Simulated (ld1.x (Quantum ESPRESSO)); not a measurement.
**Pseudopotential generation for Cu: PAW, PBEsol**

Do these settings give a usable potential? It is generated, then checked for transferability, scattering, ghosts and hardness.

Program: ld1.x (Quantum ESPRESSO) 7.5. Reference atom: PBEsol, scalar-relativistic, spherical and spin-unpolarised. All values are calculated.

## (1) Starting point

Typed settings, in words:

```
element                 : copper (Cu, Z = 29)
type                    : PAW
frozen core             : [Ne]
valence charge          : 19
reference configuration : 3s2 3p6 3d9 4s0 4p0 (charge +2)
partial waves           : 3s (bound): rcut 1.10, rcutus 1.45 bohr; 4s (bound, empty): rcut 1.10, rcutus 1.45 bohr; 3p (bound): rcut 1.00, rcutus 1.30 bohr; 4p (bound, empty): rcut 1.00, rcutus 1.30 bohr; 3d (bound): rcut 0.95, rcutus 1.20 bohr; 3d channel at -1.35 Ry: rcut 0.95, rcutus 1.20 bohr
local potential         : all-electron potential smoothed inside 1.40 bohr (lloc = -2)
core correction         : a·sin(br)/r model core, default radius (core density twice the valence density)
augmentation charge     : BESSEL, radius 0.70 bohr
```

The nodes and maxima of the atom's own shells, from an earlier all-electron run, set the scale for the radii.

All-electron outer shells of the reference configuration (PBEsol, scalar-relativistic, ld1.x):

| shell | level (eV) | outermost node (bohr) | outermost maximum (bohr) |
| --- | --- | --- | --- |
| 2p | -942.08 | – | 0.16 |
| 3s | -139.94 | 0.29 | 0.61 |
| 3p | -97.43 | 0.26 | 0.62 |
| 3d | -29.60 | – | 0.60 |
| 4s | -22.15 | 0.88 | 1.95 |
| 4p | -15.13 | 0.95 | 2.36 |
| 4f | -3.64 | – | 6.91 |

## (2) Generating the potential

Cu.in

```
 &input
   title='Cu', zed=29., rel=1, dft='PBESOL', iswitch=3,
   config='[Ar] 3d9 4s0 4p0',
   nld=3, rlderiv=1.60, eminld=-12.0, emaxld=5.0, deld=0.04
 /
 &inputp
   pseudotype=3, lpaw=.true., tm=.true., lloc=-2, rcloc=1.40,
   nlcc=.true.,
   which_augfun='BESSEL', rmatch_augfun=0.70,
   file_pseudopw='Cu.UPF', file_wfcaegen='ae.wfc', file_wfcncgen='nc.wfc', file_beta='beta', file_chi='chi', file_wfcusgen='us.wfc'
 /
6
3S  1  0   2.00   0.00  1.10  1.45  0.0
4S  2  0   0.00   0.00  1.10  1.45  0.0
3P  2  1   6.00   0.00  1.00  1.30  0.0
4P  3  1   0.00   0.00  1.00  1.30  0.0
3D  3  2   9.00   0.00  0.95  1.20  0.0
3D  3  2   0.00  -1.35  0.95  1.20  0.0
 &test
   configts(1)='3s2 3p6 3d9 4s0 4p0'
 /
```

The run is started by

```sh
$ ld1.x < Cu.in > Cu.out
```

Output in Cu.out (without the banner and most projector matrices):

```text
     Program LD1 v.7.5
     --------------------------- All-electron run ----------------------------

     Cu
     scalar relativistic calculation

     atomic number is 29.00
     dft =PBESOL   lsd =0 sic =0 latt =0  beta=0.20 tr2=1.0E-14
     Exchange-correlation= PBESOL
                           (   1   4  10   8   0   0   0)
     mesh =1199 r(mesh) = 100.25372 a.u. xmin = -7.00 dx = 0.01250
     1 Ry =  13.60569312 eV, c = 137.03599908

     n l     nl                  e(Ry)          e(Ha)          e(eV)
     1 0     1S 1( 2.00)      -651.8291      -325.9145     -8868.5867
     2 0     2S 1( 2.00)       -79.9018       -39.9509     -1087.1188
     2 1     2P 1( 6.00)       -69.2416       -34.6208      -942.0805
     3 0     3S 1( 2.00)       -10.2856        -5.1428      -139.9430
     3 1     3P 1( 6.00)        -7.1613        -3.5807       -97.4346
     3 2     3D 1( 9.00)        -2.1759        -1.0880       -29.6047
     4 0     4S 1( 0.00)        -1.6277        -0.8139       -22.1463
     4 1     4P 1( 0.00)        -1.1117        -0.5558       -15.1249

     final scf error:  7.0E-15 reached in  32 iterations

     Etot =   -3304.820424 Ry,   -1652.410212 Ha,  -44964.372515 eV

     Ekin =    3353.747721 Ry,    1676.873860 Ha,   45630.062298 eV
     Encl =   -7911.047324 Ry,   -3955.523662 Ha, -107635.282168 eV
     Eh   =    1383.468551 Ry,     691.734275 Ha,   18823.048546 eV
     Exc  =    -130.989371 Ry,     -65.494686 Ha,   -1782.201191 eV

     normalization and overlap integrals

     s(1S/1S) =  1.000000  <r> =   0.0522  <r2> =    0.0037  r(max) =   0.0341
     s(2S/2S) =  1.000000  <r> =   0.2354  <r2> =    0.0654  r(max) =   0.1960
     s(2P/2P) =  1.000000  <r> =   0.2065  <r2> =    0.0523  r(max) =   0.1585
     s(3S/3S) =  1.000000  <r> =   0.7106  <r2> =    0.5837  r(max) =   0.6112
     s(3P/3P) =  1.000000  <r> =   0.7455  <r2> =    0.6566  r(max) =   0.6189
     s(3D/3D) =  1.000000  <r> =   0.9212  <r2> =    1.1126  r(max) =   0.5961
     s(4S/4S) =  1.000000  <r> =   2.2758  <r2> =    5.8967  r(max) =   1.9546
     s(4P/4P) =  1.000000  <r> =   2.7664  <r2> =    8.7547  r(max) =   2.3577

     ------------------------ End of All-electron run ------------------------

     --------------------- Generating PAW atomic setup --------------------

      Generating local potential from pseudized AE potential:
      Matching radius rcloc =   1.4000
      Enforcing V''(0)=0 (lloc=-2)

      Local pseudo, rcloc= 1.395 Estimated cut-off energy=    16.14 Ry

      Computing core charge for nlcc:

       r > 0.33 : true rho core
       r < 0.33 : rho core = a sin(br)/r    a=  75.42  b=   7.97

      Integrated core pseudo-charge :   4.28
      Wfc-us  3S rcutus= 1.466  Estimated cut-off energy=    26.46 Ry
      Wfc-us  4S rcutus= 1.466  Estimated cut-off energy=    54.86 Ry
      Wfc-us  3P rcutus= 1.294  Estimated cut-off energy=    50.69 Ry
      Wfc-us  4P rcutus= 1.294  Estimated cut-off energy=    96.04 Ry
      Wfc-us  3D rcutus= 1.200  Estimated cut-off energy=    80.29 Ry
      Wfc-us  3D rcutus= 1.200  Estimated cut-off energy=    86.92 Ry

     Required augmentation: BESSEL   radius:    0.700000
     Suggested rho cutoff for augmentation: 201.86 Ry

     Estimated PAW energy = -481.708647 Ryd

     The PAW screened D coefficients
    -6.78637     0.25919     0.00000     0.00000     0.00000     0.00000
     0.25919    -1.16056     0.00000     0.00000     0.00000     0.00000
     0.00000     0.00000    -7.25440    -1.89265     0.00000     0.00000
     0.00000     0.00000    -1.89265    -2.19000     0.00000     0.00000
     0.00000     0.00000     0.00000     0.00000    -4.52048    -2.59168
     0.00000     0.00000     0.00000     0.00000    -2.59168    -1.48085

     The PAW descreened D coefficients (US)
    -0.09690    -4.10541     0.00000     0.00000     0.00000     0.00000
    -4.10541    -6.12590     0.00000     0.00000     0.00000     0.00000
     0.00000     0.00000    -0.29487    -3.36777     0.00000     0.00000
     0.00000     0.00000    -3.36777    -4.06519     0.00000     0.00000
     0.00000     0.00000     0.00000     0.00000     1.64353     1.20339
     0.00000     0.00000     0.00000     0.00000     1.20339     0.85446

     ------------------- End of pseudopotential generation -------------------

     [... the all-electron block is printed once more ...]


     Computing logarithmic derivative in   1.59038
     Computing logarithmic derivative in   1.59038
     Computing the partial wave expansion
     R is outside the sphere for l=    0 j= 0.00
     R is outside the sphere for l=    0 j= 0.00
     R is outside the sphere for l=    1 j= 0.00
     R is outside the sphere for l=    1 j= 0.00
     R is outside the sphere for l=    2 j= 0.00
     R is outside the sphere for l=    2 j= 0.00

     ---------------------- Testing the pseudopotential ----------------------

     Cu
     scalar relativistic calculation

     atomic number is 29.00   valence charge is 19.00
     dft = SLA  PW   PSX  PSC   lsd =0 sic =0 latt =0  beta=0.20 tr2=1.0E-14
     mesh =1199 r(mesh) = 100.25372 xmin = -7.00 dx = 0.01250

     n l     nl             e AE (Ry)        e PS (Ry)    De AE-PS (Ry)
     1 0     3S   1( 2.00)      -10.28562      -10.28563        0.00001
     2 1     3P   1( 6.00)       -7.16131       -7.16132        0.00001
     3 2     3D   1( 9.00)       -2.17590       -2.17592        0.00001
     2 0     4S   1( 0.00)       -1.62772       -1.62773        0.00000
     3 1     4P   1( 0.00)       -1.11166       -1.11165       -0.00001

     eps = 1.2E-15  iter =  4

     Etot =   -3304.820424 Ry,   -1652.410212 Ha,  -44964.372515 eV
     Etotps =  -481.708673 Ry,    -240.854337 Ha,   -6553.980384 eV

     Ekin =     436.539114 Ry,     218.269557 Ha,    5939.417221 eV
     Encl =   -1107.407118 Ry,    -553.703559 Ha,  -15067.041414 eV
     Ehrt =     320.148689 Ry,     160.074345 Ha,    4355.844817 eV
     Ecxc =    -130.989358 Ry,     -65.494679 Ha,   -1782.201008 eV
     (Ecc =     -17.747427 Ry,      -8.873714 Ha,    -241.466050 eV)

     ---------------------- End of pseudopotential test ----------------------
```

It took 1.3 s on 1 thread of Neoverse-V1, shared host. (Generation and the later configuration tests together.)

All-electron and pseudo partial waves u(r) = r·R(r), from the program's wave files:

| r (bohr) | 4s AE | 4s PS |
| --- | --- | --- |
| 0.072 | -0.0187 | 0.2713 |
| 0.145 | -0.2055 | 0.5255 |
| 0.217 | -0.1466 | 0.7369 |
| 0.290 | 0.0240 | 0.8966 |
| 0.362 | 0.1875 | 0.9908 |
| 0.435 | 0.2980 | 1.0187 |
| 0.507 | 0.3431 | 0.9822 |
| 0.580 | 0.3327 | 0.8883 |
| 0.652 | 0.2816 | 0.7515 |
| 0.725 | 0.2026 | 0.5828 |
| 0.798 | 0.1079 | 0.3992 |
| 0.870 | 0.0079 | 0.2175 |
| 0.942 | -0.0926 | 0.0462 |
| 1.015 | -0.1908 | -0.1087 |
| 1.088 | -0.2828 | -0.2407 |
| 1.160 | -0.3655 | -0.3478 |
| 1.232 | -0.4397 | -0.4344 |
| 1.305 | -0.5057 | -0.5050 |
| 1.378 | -0.5626 | -0.5626 |
| 1.450 | -0.6099 | -0.6099 |
| 1.522 | -0.6490 | -0.6490 |
| 1.595 | -0.6807 | -0.6807 |
| 1.668 | -0.7052 | -0.7052 |
| 1.740 | -0.7228 | -0.7228 |
| 1.812 | -0.7345 | -0.7345 |
| 1.885 | -0.7409 | -0.7409 |

## (3) Testing the new file in other configurations

Cu.test.in

```
 &input
   title='Cu', zed=29., rel=1, dft='PBESOL', iswitch=2,
   config='[Ar] 3d9 4s0 4p0'
 /
 &test
   file_pseudo='Cu.UPF', nconf=8,
   configts(1)='3s2 3p6 3d9 4s0 4p0',
   configts(2)='3s2 3p6 3d10 4s1 4p0',
   configts(3)='3s2 3p6 3d10 4s0 4p0',
   configts(4)='3s2 3p6 3d8 4s0 4p0',
   configts(5)='3s2 3p6 3d10 4s0 4p1',
   configts(6)='3s1 3p6 3d10 4s1 4p0',
   configts(7)='3s2 3p6 3d10 4s0.5 4p0',
   configts(8)='3s2 3p5 3d10 4s1 4p0'
 /
```

The run is started by

```sh
$ ld1.x < Cu.test.in > Cu.test.out
```

Cu.test.out, the pseudopotential blocks:

```text
     ---------------------- Testing the pseudopotential ----------------------

     Cu
     scalar relativistic calculation

     atomic number is 29.00   valence charge is 19.00
     dft =SLA  PW   PSX  PSC   lsd =0 sic =0 latt =0  beta=0.20 tr2=1.0E-14
     mesh =1199 r(mesh) = 100.25372 xmin = -7.00 dx = 0.01250

     n l     nl             e AE (Ry)        e PS (Ry)    De AE-PS (Ry)
     1 0     3S   1( 2.00)      -10.28562      -10.28563        0.00001
     2 1     3P   1( 6.00)       -7.16131       -7.16132        0.00001
     3 2     3D   1( 9.00)       -2.17590       -2.17592        0.00001
     2 0     4S   1( 0.00)       -1.62772       -1.62773        0.00000
     3 1     4P   1( 0.00)       -1.11166       -1.11165       -0.00001

     eps = 1.2E-15  iter =  4

     Etot =   -3304.820424 Ry,   -1652.410212 Ha,  -44964.372515 eV
     Etotps =  -481.708673 Ry,    -240.854337 Ha,   -6553.980384 eV

     Ekin =     436.539114 Ry,     218.269557 Ha,    5939.417221 eV
     Encl =   -1107.407118 Ry,    -553.703559 Ha,  -15067.041414 eV
     Ehrt =     320.148689 Ry,     160.074345 Ha,    4355.844817 eV
     Ecxc =    -130.989358 Ry,     -65.494679 Ha,   -1782.201008 eV
     (Ecc =     -17.747427 Ry,      -8.873714 Ha,    -241.466050 eV)

     ---------------------- End of pseudopotential test ----------------------
```

7 tests gave no usable energy difference (3s2 3p6 3d10 4s1 4p0; 3s2 3p6 3d10 4s0 4p0; 3s2 3p6 3d8 4s0 4p0; 3s2 3p6 3d10 4s0 4p1; others); the test run stopped with "negative rho".

## (4) Does it scatter like the atom?

Taken from the files of the generation run. The phase is arctan(r·u′/u) with u = r·R, unwrapped, with energies in Ry. A pole is an energy at which the radial function vanishes at the test radius. The pseudo phase is shifted by a multiple of π to meet the all-electron one at the reference energy. Levels narrower than the energy grid can be missing from the poles. The last column is the largest difference on the grid between −1 and +1 Ry.

| channel | radius (bohr) | reference (Ry) | poles AE | poles PS | window around the reference with phases within 0.05 rad (Ry) | largest difference near zero (rad) |
| --- | --- | --- | --- | --- | --- | --- |
| s | 1.59 | -1.63 | -10.08 | -10.08 | the whole range | 0.003 |
| p | 1.59 | -1.11 | -6.84 | -6.84 | the whole range | 0.001 |
| d | 1.59 | -2.18 | -1.45 | -1.45 | the whole range | 0.000 |

Phases (rad) along the scan:

| E (Ry) | s AE | s PS | p AE | p PS |
| --- | --- | --- | --- | --- |
| -12.00 | 1.312 | 1.312 | 1.353 | 1.353 |
| -11.52 | 1.281 | 1.281 | 1.345 | 1.345 |
| -11.04 | 1.207 | 1.206 | 1.336 | 1.336 |
| -10.56 | 0.604 | 0.602 | 1.325 | 1.325 |
| -10.08 | -1.572 | -1.572 | 1.312 | 1.311 |
| -9.60 | -1.702 | -1.702 | 1.294 | 1.294 |
| -9.12 | -1.746 | -1.746 | 1.269 | 1.269 |
| -8.64 | -1.772 | -1.772 | 1.228 | 1.228 |
| -8.16 | -1.791 | -1.791 | 1.145 | 1.145 |
| -7.68 | -1.808 | -1.809 | 0.820 | 0.819 |
| -7.20 | -1.825 | -1.825 | -1.213 | -1.214 |
| -6.72 | -1.842 | -1.842 | -1.613 | -1.613 |
| -6.24 | -1.860 | -1.861 | -1.708 | -1.708 |
| -5.76 | -1.880 | -1.881 | -1.756 | -1.756 |
| -5.28 | -1.903 | -1.903 | -1.789 | -1.789 |
| -4.80 | -1.929 | -1.930 | -1.817 | -1.817 |
| -4.32 | -1.960 | -1.961 | -1.843 | -1.843 |
| -3.84 | -1.998 | -1.998 | -1.869 | -1.869 |
| -3.36 | -2.045 | -2.045 | -1.898 | -1.898 |
| -2.88 | -2.105 | -2.105 | -1.930 | -1.930 |
| -2.40 | -2.185 | -2.185 | -1.967 | -1.967 |
| -1.92 | -2.293 | -2.294 | -2.013 | -2.013 |
| -1.44 | -2.448 | -2.448 | -2.070 | -2.070 |
| -0.96 | -2.673 | -2.673 | -2.144 | -2.144 |
| -0.48 | -2.985 | -2.986 | -2.245 | -2.245 |
| 0.00 | -3.359 | -3.361 | -2.387 | -2.387 |
| 0.48 | -3.707 | -3.710 | -2.592 | -2.592 |
| 0.96 | -3.971 | -3.974 | -2.884 | -2.885 |
| 1.44 | -4.154 | -4.158 | -3.254 | -3.256 |
| 1.92 | -4.282 | -4.285 | -3.621 | -3.624 |
| 2.40 | -4.373 | -4.377 | -3.910 | -3.912 |
| 2.88 | -4.442 | -4.446 | -4.112 | -4.114 |
| 3.36 | -4.494 | -4.498 | -4.251 | -4.253 |
| 3.84 | -4.536 | -4.541 | -4.350 | -4.352 |
| 4.32 | -4.571 | -4.575 | -4.423 | -4.425 |
| 4.80 | -4.599 | -4.604 | -4.479 | -4.481 |

## (5) Cutoff and ghost test in a Bessel basis

This step uses the generator's waves and projectors in a separate script. Basis: spherical Bessel functions vanishing at 20 bohr, q² up to the cutoff; potential fixed at the reference.

All-electron valence levels (Ry): 3s -10.2856, 4s -1.6277, 3p -7.1613, 4p -1.1117, 3d -2.1759. The lowest levels of each channel (Ry) by cutoff; the last column sums, over occupied levels, occupation times the distance from the level at 400 Ry. A positive value at high cutoff is not a bound level.

| cutoff (Ry) | s #1 | s #2 | p #1 | p #2 | d #1 | f #1 | Σ f·Δε (mRy) |
| --- | --- | --- | --- | --- | --- | --- | --- |
| 8 | -9.7866 | -1.3043 | -4.6810 | -0.8187 | -0.6593 | -0.2667 | 29531.4 |
| 15 | -10.2044 | -1.4128 | -6.4821 | -0.9527 | -0.7399 | -0.2668 | 17163.1 |
| 21 | -10.2746 | -1.4752 | -6.8904 | -0.9903 | -0.9005 | -0.2669 | 13127.5 |
| 35 | -10.2849 | -1.5897 | -7.1406 | -1.0313 | -1.6354 | -0.2669 | 4992.3 |
| 45 | -10.2853 | -1.6238 | -7.1583 | -1.0508 | -2.0086 | -0.2669 | 1526.4 |
| 60 | -10.2856 | -1.6270 | -7.1604 | -1.0852 | -2.1624 | -0.2669 | 129.0 |
| 80 | -10.2856 | -1.6278 | -7.1611 | -1.1104 | -2.1749 | -0.2669 | 12.5 |
| 100 | -10.2857 | -1.6279 | -7.1613 | -1.1109 | -2.1753 | -0.2669 | 8.0 |
| 110 | -10.2857 | -1.6279 | -7.1613 | -1.1113 | -2.1756 | -0.2669 | 4.6 |
| 140 | -10.2857 | -1.6280 | -7.1614 | -1.1117 | -2.1760 | -0.2669 | 1.1 |
| 160 | -10.2857 | -1.6280 | -7.1614 | -1.1117 | -2.1760 | -0.2669 | 0.9 |
| 200 | -10.2857 | -1.6280 | -7.1614 | -1.1118 | -2.1761 | -0.2669 | 0.2 |
| 400 | -10.2857 | -1.6280 | -7.1614 | -1.1118 | -2.1761 | -0.2669 | 0.0 |

The sum stays within 10 mRy from 100 Ry and within 1 mRy from 160 Ry. The sum leaves out empty levels, which can need more. Ghost test: no level below the all-electron spectrum of its channel (s, p, d, f tested).

## (6) What came out

```
                                                quantity                        value
               cutoffs for 10 and 1 mRy, occupied levels            100 Ry and 160 Ry
                                            bound ghosts                   none found
                                     configuration tests  no usable energy difference
largest phase difference near zero energy, channels read                    0.003 rad
         lowest eigenvalue of the overlap (Bessel basis)                    0.098 (p)
```

The test run broke off, so later configurations gave nothing; no test gave an energy difference. By its cutoff, 100 Ry for the looser tolerance, it is hard. The slowest occupied level is 3d: taken alone it needs 100 Ry to come within 1 mRy, against 60 Ry for 3p. It is free of bound ghosts as far as tested. Near zero energy the phases of the channels with partial waves agree within 0.003 rad. All of this concerns the isolated atom, not yet a solid.
